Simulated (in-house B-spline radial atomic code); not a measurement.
# Sn⁺: a fraction of an electron moved 5s → 5d

How does the BHandHLYP energy of Sn⁺ change when part of an electron is moved 5s → 5d?

Method: scalar-relativistic (spin-free one-electron X2C) BHandHLYP, spin-polarised, spherical fractional occupations, Fermi nucleus, basis-set limit. Code: in-house B-spline radial atomic code version 1.

## 1. The atom as given

| Item | Value |
| --- | --- |
| element | tin (Z = 50) |
| charge | +1 |
| electrons | 49 |
| configuration | [Kr] 4d10 5s2 5p1 |
| Hamiltonian | scalar-relativistic (X2C) |
| nucleus | Fermi, rms radius 4.652 fm |

The outer shells:

[Kr] 4d10 5s2 5p1
```
[Kr] core
4d [↑↓][↑↓][↑↓][↑↓][↑↓]
5s [↑↓]
5p [↑ ][  ][  ]
```

Where spins are not typed, each open shell is filled with up spins first.

## 2. The start, at fraction 0

Settings, as recorded:

```ini
Z = 50
electrons = 49.0
configuration = [Kr] 4d10 5s2 5p1
hamiltonian = x2c
method = bhandhlyp
spin_polarised = True
nucleus = fermi
rms_radius = 4.6519
mass_number = 120
atomic_mass = 119.902202557
speed_of_light = 137.035999084
```

## 3. 0.125 electron moved 5s → 5d

The settings differ from step 2 so:

```diff
@@ -2,3 +2,3 @@
 electrons = 49.0
-configuration = [Kr] 4d10 5s2 5p1
+configuration = [Kr] 4d10 5s1.875 5p1 5d0.125
 hamiltonian = x2c
```

## 4. 0.25 electron moved 5s → 5d

The settings differ from step 3 so:

```diff
@@ -2,3 +2,3 @@
 electrons = 49.0
-configuration = [Kr] 4d10 5s1.875 5p1 5d0.125
+configuration = [Kr] 4d10 5s1.75 5p1 5d0.25
 hamiltonian = x2c
```

## 5. 0.375 electron moved 5s → 5d

The settings differ from step 4 so:

```diff
@@ -2,3 +2,3 @@
 electrons = 49.0
-configuration = [Kr] 4d10 5s1.75 5p1 5d0.25
+configuration = [Kr] 4d10 5s1.625 5p1 5d0.375
 hamiltonian = x2c
```

## 6. 0.5 electron moved 5s → 5d

The settings differ from step 5 so:

```diff
@@ -2,3 +2,3 @@
 electrons = 49.0
-configuration = [Kr] 4d10 5s1.625 5p1 5d0.375
+configuration = [Kr] 4d10 5s1.5 5p1 5d0.5
 hamiltonian = x2c
```

## 7. 0.625 electron moved 5s → 5d

The settings differ from step 6 so:

```diff
@@ -2,3 +2,3 @@
 electrons = 49.0
-configuration = [Kr] 4d10 5s1.5 5p1 5d0.5
+configuration = [Kr] 4d10 5s1.375 5p1 5d0.625
 hamiltonian = x2c
```

## 8. 0.75 electron moved 5s → 5d

The settings differ from step 7 so:

```diff
@@ -2,3 +2,3 @@
 electrons = 49.0
-configuration = [Kr] 4d10 5s1.375 5p1 5d0.625
+configuration = [Kr] 4d10 5s1.25 5p1 5d0.75
 hamiltonian = x2c
```

## 9. 0.875 electron moved 5s → 5d

The settings differ from step 8 so:

```diff
@@ -2,3 +2,3 @@
 electrons = 49.0
-configuration = [Kr] 4d10 5s1.25 5p1 5d0.75
+configuration = [Kr] 4d10 5s1.125 5p1 5d0.875
 hamiltonian = x2c
```

## 10. 1 electron moved 5s → 5d

The settings differ from step 9 so:

```diff
@@ -2,3 +2,3 @@
 electrons = 49.0
-configuration = [Kr] 4d10 5s1.125 5p1 5d0.875
+configuration = [Kr] 4d10 5s1 5p1 5d1
 hamiltonian = x2c
```

**Question.** How does the energy change with the fraction, and which way and how far does it bend from the straight line between the ends?

As calculated:

| fraction | energy change (eV) | less the straight line (eV) | level 5s down (eV) | level 5d up (eV) | sum of <r²> (bohr²) |
| --- | --- | --- | --- | --- | --- |
| 0 | 0.0000 | 0.0000 | -19.331 | empty | 45.941 |
| 0.125 | 2.0982 | 0.1679 | -19.214 | -2.607 | 50.714 |
| 0.25 | 4.1516 | 0.2911 | -19.065 | -2.820 | 54.549 |
| 0.375 | 6.1589 | 0.3680 | -18.890 | -3.022 | 57.668 |
| 0.5 | 8.1180 | 0.3969 | -18.692 | -3.217 | 60.249 |
| 0.625 | 10.0272 | 0.3758 | -18.477 | -3.407 | 62.414 |
| 0.75 | 11.8851 | 0.3034 | -18.249 | -3.594 | 64.252 |
| 0.875 | 13.6906 | 0.1786 | -18.009 | -3.778 | 65.824 |
| 1 | 15.4423 | 0.0000 | empty | -3.960 | 67.175 |

**Reading.** From fraction 0 to 1 the energy changes by 15.442 eV. It bulges over the straight line by up to 0.40 eV (at 0.5). Slater's transition state, the slope from the orbital energies at fraction 0.5 (Janak's theorem), gives 15.475 eV for the whole step. Here exact exchange is taken at spherical fractional occupations, which leaves self-interaction in open p, d and f shells; that spoils the energies somewhat, at whole numbers too.
